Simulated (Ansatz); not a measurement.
# BCl2HSe: a ladder of functionals and wavefunction methods

Aim: compute BCl2HSe with functionals from several rungs and with coupled cluster. The yardstick is the atomisation energy at the CCSD(T) limit.

The runs use Ansatz 0.2.0, Gaussian basis; functionals in def2-TZVPP, the program's frozen cores in correlated methods.

Levels to be run: LDA (SPW92), PBE-D4, revPBE-D4, BLYP-D4, r2SCAN-D4, B97M-V, PBE0-D4, B3LYP-D4, r2SCANh-D4, r2SCAN0-D4, HSE06-D4, BHLYP-D4, CAM-B3LYP-D4, LC-ωPBE, ωB97X-V, ωB97M-V, B2PLYP, PBE-QIDH; CCSD(T)/def2-SVP; CCSD(T)/def2-TZVPP; MP2/def2-QZVPP; extrapolation to the limit; RPA on PBE.

### 1 Structure used throughout

An earlier PBE0-D4 in a triple-zeta def2 set relaxation fixed the geometry.

SMILES `ClB(Cl)[SeH]`, 5 atoms, charge 0, spin multiplicity 1.

Atoms are counted from 1 here; the program's logs count them from 0.

Bond lengths: Cl1–B2 1.744 Å, B2–Cl3 1.746 Å, B2–Se4 1.927 Å, Se4–H5 1.468 Å. Angles: Cl1–B2–Cl3 119.8°, Cl1–B2–Se4 122.8°, Cl3–B2–Se4 117.4°, B2–Se4–H5 95.0°.

### 2 LDA

This LDA is Slater exchange with PW92 correlation.

in.yaml

```yaml
crystal:
  periodic: [false, false, false]
  atoms:
    - {symbol: Cl, position_ang: [0.365343, 0.131397, 1.782024]}
    - {symbol: B, position_ang: [0.312310, -0.421321, 0.129206]}
    - {symbol: Cl, position_ang: [1.157626, -1.879497, -0.325025]}
    - {symbol: Se, position_ang: [-0.651406, 0.512124, -1.253685]}
    - {symbol: H, position_ang: [-1.134074, 1.583696, -0.373918]}
basis:
  gaussian: {orbitals: def2-TZVPP}
hamiltonian: {xc: lda}
output: {orbitals: {seedname: orbitals}}
```

After this run come: PBE-D4 (GGA); revPBE-D4 (GGA); BLYP-D4 (GGA); r2SCAN-D4 (meta-GGA); B97M-V (meta-GGA); PBE0-D4 (hybrid); B3LYP-D4 (hybrid); r2SCANh-D4 (hybrid); r2SCAN0-D4 (hybrid); HSE06-D4 (hybrid); BHLYP-D4 (hybrid); CAM-B3LYP-D4 (range-separated); LC-ωPBE-D4 (range-separated); ωB97X-V (range-separated); ωB97M-V (range-separated); B2PLYP (double hybrid); PBE-QIDH (double hybrid); CCSD(T) in def2-SVP; CCSD(T) in def2-TZVPP; MP2 in def2-QZVPP; RPA on PBE orbitals.

Q: Predict the results of all the runs planned. Wanted: atomisation energy, CCSD(T)/CBS; farthest beyond LDA; mean size of error, GGA; mean size of error, meta-GGA; mean size of error, hybrid; mean size of error, range-separated; mean size of error, double hybrid; gap, smallest and largest; T1 diagnostic.

As calculated:

```
                               quantity                                                                 value
        atomisation energy, CCSD(T)/CBS                                                         1586.0 kJ/mol
 functionals within 15.9 kJ/mol (1.0 %)  revPBE-D4, BLYP-D4, B3LYP-D4, r2SCAN0-D4, ωB97X-V, ωB97M-V, PBE-QIDH
                    farthest beyond LDA                                               BHLYP-D4 (-65.2 kJ/mol)
                mean size of error, GGA                                                           29.9 kJ/mol
           mean size of error, meta-GGA                                                           35.3 kJ/mol
             mean size of error, hybrid                                                           26.5 kJ/mol
    mean size of error, range-separated                                                           13.8 kJ/mol
      mean size of error, double hybrid                                                           20.8 kJ/mol
              gap, smallest and largest                             4.30 eV (LDA (SPW92)), 11.18 eV (LC-ωPBE)
                          T1 diagnostic                                                                0.0112
triples share of the correlation energy                                                                 4.2 %
```

**Reading.** The LDA atomisation energy is off by 286.4 kJ/mol (18 %): it overbinds. PBE-D4 misses by +62.5 kJ/mol. Double hybrids carry the basis error of their MP2 part in triple zeta, and no dispersion term here, so their miss is partly the set-up's. By mean error the best rung here is range-separated (13.8 kJ/mol) and the worst beyond LDA is meta-GGA (35.3 kJ/mol). The gap between the best rungs is small, so their order is not settled. Misses under about 15.9 kJ/mol are within the doubt on the reference itself, which lacks core-valence correlation, relativity and higher excitations, and its outer-core shells are covered unevenly. All levels share the lack of spin-orbit coupling, which lowers the free heavy atoms and so the true binding. Hartree-Fock recovers 72 % of the binding; the rest is correlation. CCSD(T) in def2-SVP is off by -92.5 kJ/mol, worse than the median functional, from the basis alone. Orbital gaps span 4.3 to 11.2 eV; exact exchange widens them. Correlated methods include outer-core shells of Se, which these sets cover unevenly.
